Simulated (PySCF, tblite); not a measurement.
**C₆H₁₇BNP: geometry, infrared bands and NMR shifts**

Aim: predict the infrared bands and NMR shifts of C₆H₁₇BNP (`CN(C)B(P)C(C)(C)C`).

Programs: tblite 0.8.0 and PySCF 2.14.0, with density-fitted response routines of our own. Each step states its level of theory. These are calculated values for one molecule in the gas phase, unless marked as measured. Atoms are numbered from 0 throughout.

## Step 1: Starting geometry

26 atoms, charge 0, multiplicity 1; geometry from: force field or distance geometry start.

Bonds of the start (Å): C0–N1 1.44, N1–C2 1.45, N1–B3 1.50, B3–P4 1.91, B3–C5 1.60, C5–C6 1.49, C5–C7 1.53, C5–C8 1.50, C0–H9 1.11, C0–H10 1.12, C0–H11 1.10, C2–H12 1.10, C2–H13 1.11, C2–H14 1.09, P4–H15 1.44, P4–H16 1.46, C6–H17 1.13, C6–H18 1.12, C6–H19 1.10, C7–H20 1.10, C7–H21 1.12, C7–H22 1.12, C8–H23 1.12, C8–H24 1.11, C8–H25 1.08.

## Step 2: Relaxing the molecule with GFN2-xTB

What the job is given:

```
{"job": {"kind": "relax", "xc": "GFN2-xTB", "basis": "xTB"}, "charge": 0, "multiplicity": 1}
C      2.199800     1.069400    -0.134000
N      1.414900    -0.038500     0.333500
C      2.218000    -1.185700     0.708100
B      0.183400    -0.341400    -0.467500
P      0.229300    -1.601000    -1.899300
C     -1.167600     0.295600     0.102800
C     -2.388100    -0.474500    -0.256100
C     -0.965100     0.370300     1.620900
C     -1.271500     1.654800    -0.521600
H      3.232200     0.890300     0.231800
H      1.881400     2.012100     0.383800
H      2.162600     1.180900    -1.226300
H      3.159800    -1.111700     0.149700
H      2.507000    -1.032600     1.773000
H      1.710300    -2.144400     0.597400
H     -1.030900    -1.784100    -2.565300
H      0.707000    -2.915900    -1.490600
H     -2.620000    -1.322000     0.449800
H     -3.232600     0.261600    -0.275100
H     -2.330500    -0.889600    -1.275100
H     -1.652600     1.084900     2.102200
H     -1.072900    -0.666400     2.028600
H      0.077300     0.734600     1.830300
H     -1.593900     1.490600    -1.585800
H     -2.047600     2.295400    -0.047900
H     -0.330600     2.190000    -0.554000
```

Command:

```
$ OMP_NUM_THREADS=1 python probes_run.py task.json out
```

This one command runs all jobs of the session in turn.

**Question.** This job is followed by: GFN2-xTB harmonic vibrations, gas phase; GIAO PBE0/pcSseg-1 NMR shielding, non-relativistic, gas phase. What will the session give for the following? strongest single infrared mode (GFN2-xTB); zero-point energy (GFN2-xTB); 13C shifts against TMS (PBE0/pcSseg-1, means over atoms taken as alike); 1H shifts against TMS (PBE0/pcSseg-1, means over atoms taken as alike); 15N shifts against NH3 (PBE0/pcSseg-1); 11B shifts against BF3·OEt2 (PBE0/pcSseg-1); 31P shifts against H3PO4 (PBE0/pcSseg-1).

The runs gave:

| quantity | value |
| --- | --- |
| strongest single infrared mode (GFN2-xTB) | 2402 cm⁻¹, 168 km/mol |
| zero-point energy (GFN2-xTB) | 140.8 kcal/mol |
| 13C shifts against TMS (PBE0/pcSseg-1, means over atoms taken as alike) | 45.5, 30.9, 25.3 ppm |
| 1H shifts against TMS (PBE0/pcSseg-1, means over atoms taken as alike) | 2.97, 1.54, 1.02 ppm |
| 15N shifts against NH3 (PBE0/pcSseg-1) | 126.8 ppm |
| 11B shifts against BF3·OEt2 (PBE0/pcSseg-1) | 49.8 ppm |
| 31P shifts against H3PO4 (PBE0/pcSseg-1) | -254.6 ppm |

**Reading.** Over 166 steps the energy fell by 2.078 eV; of the close pairs, N1–B3 changed most, 1.500 to 1.389 Å. No mode is imaginary among the 72: a minimum at this level. The strongest single mode, at 2402 cm⁻¹, moves mainly H15. Unscaled tight-binding wavenumbers are off by several per cent, some by more. Its intensities can rank the bands wrongly. At PBE0/pcSseg-1: The largest span, 185 ppm, is at N1, where the paramagnetic term is -185 ppm.
